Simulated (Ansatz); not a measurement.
**Cu (Cu (100), 5 layers): a single-point run**

The task is a single-point run on Cu (Cu (100), 5 layers). The structure is shown as the input types it.

Computed with Ansatz 0.2.0 (DFT, PBE, PAW with Ansatz's default frozen-core files, scalar-relativistic, unless a step's input says otherwise).

1 further run of the same task is left out (it didn't finish).

## 1. The structure to begin with

Symmetry: P4/mmm, No. 123, tetragonal system. The conventional cell has a = 2.567 Å, b = 2.567 Å, c = 23.259 Å, α = 90.00°, β = 90.00°, γ = 90.00°. Around Cu (site symmetry 4mm) lie 8 Cu at 2.52 to 2.57 Å. Around Cu (site symmetry 4mm) lie 12 Cu at 2.52 to 2.57 Å. Cu (site symmetry 4/mmm) has 12 Cu at 2.57 Å as nearest neighbours.

Coordinates:

```
CELL_PARAMETERS angstrom
2.56651 0.00000 0.00000
0.00000 2.56651 0.00000
0.00000 0.00000 23.25920
ATOMIC_POSITIONS crystal
Cu 0.00000 0.00000 0.34635
Cu 0.50000 0.50000 0.42174
Cu 0.00000 0.00000 0.50000
Cu 0.50000 0.50000 0.57826
Cu 0.00000 0.00000 0.65365
```

## 2. The calculation

input.yaml

```yaml
crystal:
  lattice:
    - [2.5665139635, 0.0, 0.0]
    - [0.0, 2.5665139635, 0.0]
    - [0.0, 0.0, 23.2592]
  atoms:
    - { symbol: Cu, position: [0.0, 0.0, 0.3463542678] }
    - { symbol: Cu, position: [0.5, 0.5, 0.4217372054] }
    - { symbol: Cu, position: [0.0, 0.0, 0.4999999976] }
    - { symbol: Cu, position: [0.5, 0.5, 0.5782627953] }
    - { symbol: Cu, position: [0.0, 0.0, 0.6536457339] }
kpoints:
  mp_grid: { grid: [14, 14, 1] }
scf:
  max_iter: 80
hamiltonian:
  xc: pbe
  pseudopotentials: { kind: paw }
output:
  forces: true
  stress: true
  eigenvalues: true
efield:
  axis: 3
  amplitude: 0.2
  dipole_correction: true
```

Command:

```sh
$ ansatz run input.yaml --threads 2 --pin off --max-ram 5120MiB --backend cpu --events-out ev --progress --plain --runs-dir out
```

**Question.** How will this run end, and is anything wrong with its input?

Nothing was computed: the input was turned down at the start. The line that matters: «`scf.occupations.method` is required: fixed only where the cell keeps a band gap throughout the run, explicit beside scf.occupations.values (under evaluate: without them) ...»

Look at the input: scf.occupations.method is missing; scf.occupations.width is missing. A required setting is missing, and the program won't guess it.

Remedy: set scf.occupations.method to fermi_dirac and scf.occupations.width to 0.1.
